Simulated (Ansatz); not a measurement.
This script for the Python package of Ansatz (0.2.0) starts 3 runs on Sb2Au, space group Fm-3m. What input does the engine get in each?

`run_terms.py`
```python
import logging
import sys

import ansatz as az
from pymatgen.core import Lattice, Structure
from pymatgen.io.ase import AseAtomsAdaptor

logging.basicConfig(stream=sys.stdout, format="%(levelname)s:%(name)s:%(message)s")
log = logging.getLogger("ansatz_job")
log.setLevel(logging.INFO)

SMEARING = "Fermi-Dirac"
SMEARING_WIDTH = 0.1


def main() -> None:
    pmg_structure = Structure(
        Lattice([[0.0, 3.328, 3.328], [3.328, 0.0, 3.328], [3.328, 3.328, 0.0]]),
        ["Sb", "Sb", "Au"],
        [
            [0.25, 0.25, 0.25],
            [0.75, 0.75, 0.75],
            [0.0, 0.0, 0.0],
        ],
    )
    sb2au = az.Crystal.from_ase(AseAtomsAdaptor.get_atoms(pmg_structure))

    base = sb2au.calculation()
    base = base.kpoints(8)
    base = base.occupations(SMEARING, width=SMEARING_WIDTH)
    with_term = base.functional("pbesol", dispersion="d3bj").basis(340).cutoff_correction(590).run(threads=1).report
    without = base.functional("pbesol").basis(340).run(threads=1).report
    finer = base.functional("pbesol").basis(590).run(threads=1).report
    removed = az.free_energy_without(with_term, az.EnergyTerm.DISPERSION)
    log.info(f"dispersion term            {with_term['components']['e_disp']:.5f} eV")
    log.info(f"F less dispersion          {removed:.5f} eV, run without it {without['free_energy_ev']:.5f} eV")
    log.info(f"F less smearing term       {az.free_energy_without(without, az.EnergyTerm.SMEARING):.5f} eV")
    log.info(f"estimated gain to 590 eV   {with_term['cutoff_correction']['energy_ev']:.5f} eV, found {finer['free_energy_ev'] - without['free_energy_ev']:.5f} eV")


if __name__ == "__main__":
    main()
```

Run 1:
```yaml
crystal:
  lattice:
    - [0.0, 3.328, 3.328]
    - [3.328, 0.0, 3.328]
    - [3.328, 3.328, 0.0]
  atoms:
    - { symbol: Sb, position: [0.25, 0.25, 0.25] }
    - { symbol: Sb, position: [0.75, 0.75, 0.75] }
    - { symbol: Au, position: [0.0, 0.0, 0.0] }
basis:
  ecutwfc: 340.0
kpoints:
  mp_grid:
    grid: [8, 8, 8]
hamiltonian:
  xc: pbesol
  dispersion: d3bj
scf:
  occupations:
    method: fermi_dirac
    width: 0.1
output:
  cutoff_correction: 590.0
```

Run 2, against run 1:
```diff
-  dispersion: d3bj
-output:
-  cutoff_correction: 590.0
```

Run 3, against run 1:
```diff
-  ecutwfc: 340.0
+  ecutwfc: 590.0
-  dispersion: d3bj
-output:
-  cutoff_correction: 590.0
```

```console
$ python run_terms.py
DeckWarning: basis.ecutwfc = 340 eV is below the records' recommended 420 eV, and the density's cutoff is lower with it unless basis.ecutrho_ratio is high enough to keep the records' density cutoff: compare with a run at a higher cutoff
INFO:ansatz_job:dispersion term            -1.55405 eV
INFO:ansatz_job:F less dispersion          -25823.02067 eV, run without it -25823.02067 eV
INFO:ansatz_job:F less smearing term       -25822.98541 eV
INFO:ansatz_job:estimated gain to 590 eV   -0.03030 eV, found -0.03025 eV
```
(Warnings from the package without file and line.)

Caveats:
- Total energies depend on the potentials; only differences at equal settings carry meaning. A total without «per atom» is that of the whole cell that was run.
- The cutoff lies under the one recommended for these potentials in some of the runs.
- Dispersion corrections can be off by several per cent in the lattices of metals, and by several GPa in the pressure at a fixed cell.
- The mesh is modest for a metal, so energies can be off by several to tens of meV an atom and pressures by half a GPa or more; differences at equal mesh fare better.
- Spin-orbit coupling, which matters for elements this heavy, is left out.
- The structure is a deposited one; some such entries were measured under pressure or heat, so a shift against it needn't be the functional's error alone.
- The whole script took 9 s on 1 thread of Arm Neoverse V1 (shared host), peak memory 0.53 GiB.
